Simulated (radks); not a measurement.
# Ti in [Ar] 3d2 4s1 5s1: an all-electron calculation

What are the levels of neutral titanium, how large are its shells, and how does its energy divide?

Program: radks (a radial shooting solver on a logarithmic mesh, Libxc functionals) version 1. Level of theory: Dirac Kohn-Sham, BLYP, spin-unpolarised, spherical densities, point nucleus; open shells are shared between the two j in proportion to 2j + 1. These are calculated values, not measurements, unless marked.

## Step 1: What is computed

| Item | Value |
| --- | --- |
| element | titanium (Z = 22) |
| charge | 0 |
| electrons | 22 |
| configuration | [Ar] 3d2 4s1 5s1 |

Outer shells as boxes (Hund's rule):

Ti
```
[Ar] core
3d [↑ ][↑ ][  ][  ][  ]
4s [↑ ]
5s [↑ ]
```

## Step 2: The calculation

The run's settings:

```text
Z 22
configuration [Ar] 3d2 4s1 5s1
relativity Dirac
functional b88,lyp
spin unpolarised
j_filling average
nucleus point
c 137.035999084
```

Started as:

```
$ python run_ks.py task.json out
```

All runs below come from this command, one after another.

What does the calculation give?

**Answer**, as computed:

| quantity | value |
| --- | --- |
| total energy | -853.65730 hartree |
| exchange-correlation share of it | 4.93 % |
| −T/E | 1.0098 |
| highest occupied level | 5s1/2, -1.243 eV |
| most extended occupied level | 5s1/2, <r> = 9.13 bohr |
| radius at density 0.001 e/bohr³ | 4.21 bohr |
| maxima of the radial density | 4 |

What this shows: 5 principal shells are occupied and 4 maxima appear in the radial density; where shells overlap, one shows as a shoulder or not at all. −T/E is 1.010: with relativity the kinetic term as defined here no longer equals −E. This is not the tabulated ground configuration, so its levels and sizes aren't those of the ground state, and no measured value stands beside it.
